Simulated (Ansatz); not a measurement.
## CH4AsN, SMILES C1N[AsH]1: an active-space calculation, step by step

With Ansatz 0.2.0 through its Python package.

Run as a notebook:

```python
import ansatz as az
```

```python
GEOMETRY = '''
C    -0.53170   -0.09910   -0.47960
N    -0.49120    0.19120    0.90840
As    0.69020   -1.22810    0.30020
H    -1.46600   -0.52980   -0.76460
H    -0.16120    0.75620   -1.13790
H     0.09990    1.06170    1.05940
H     1.92120   -0.22020    0.06840
'''
```

```python
ch4asn = az.Crystal.molecule()
for line in GEOMETRY.strip().splitlines():
    symbol, *xyz = line.split()
    ch4asn = ch4asn.atom(symbol, [float(v) for v in xyz])
```

```python
calc = (
    ch4asn.calculation()
    .basis(gaussian='def2-SVP')
    .correlation(active_electrons=6, active_orbitals=7)
)
for method in [None, 'sc_nevpt2']:
    r = (calc if method is None else calc.correlation(method)).run().report
    space = r['configurations']
    state = space['states'][0]
    print(method or 'casscf', f'total {r["free_energy_ev"] / 27.211386246:.6f} Ha, active-space state {state["energy"]["hartree"]:.6f} Ha, mean field {r["reference_energy_ev"] / 27.211386246:.6f} Ha')
    print('  determinants', state['n_determinants'], ' natural occupations', [round(n, 3) for n in space['natural_occupations']])
```

    casscf total -2328.507303 Ha, active-space state -2328.507303 Ha, mean field -2328.416819 Ha
      determinants 1225  natural occupations [1.975, 1.973, 1.954, 0.045, 0.026, 0.022, 0.004]
    RunWarning: the results are in doubt because another end's mean lies 0.397 eV lower, and its corrected mean 0.166 eV higher
    sc_nevpt2 total -2328.960040 Ha, active-space state -2328.492692 Ha, mean field -2328.416819 Ha
      determinants 1225  natural occupations [1.973, 1.966, 1.946, 0.053, 0.033, 0.025, 0.004]

Caveats:
- Total energies depend on the basis set; only differences at equal settings carry meaning.
- Warnings are shown shortened and without file and line.
- The geometry is a force-field or estimated start, not a minimum of this method, and the basis set is short of its limit. The active space starts as a window about the frontier orbitals and is then optimised, not chosen by chemistry.
- A lower CASSCF solution was found and passed over, so the printed active-space state isn't the lowest.
- Finished in 55 s on 1 thread of Arm Neoverse V1, with other jobs on the host, peak memory 0.25 GiB.

(Lines on the test bed's own set-up are left out of the output.)
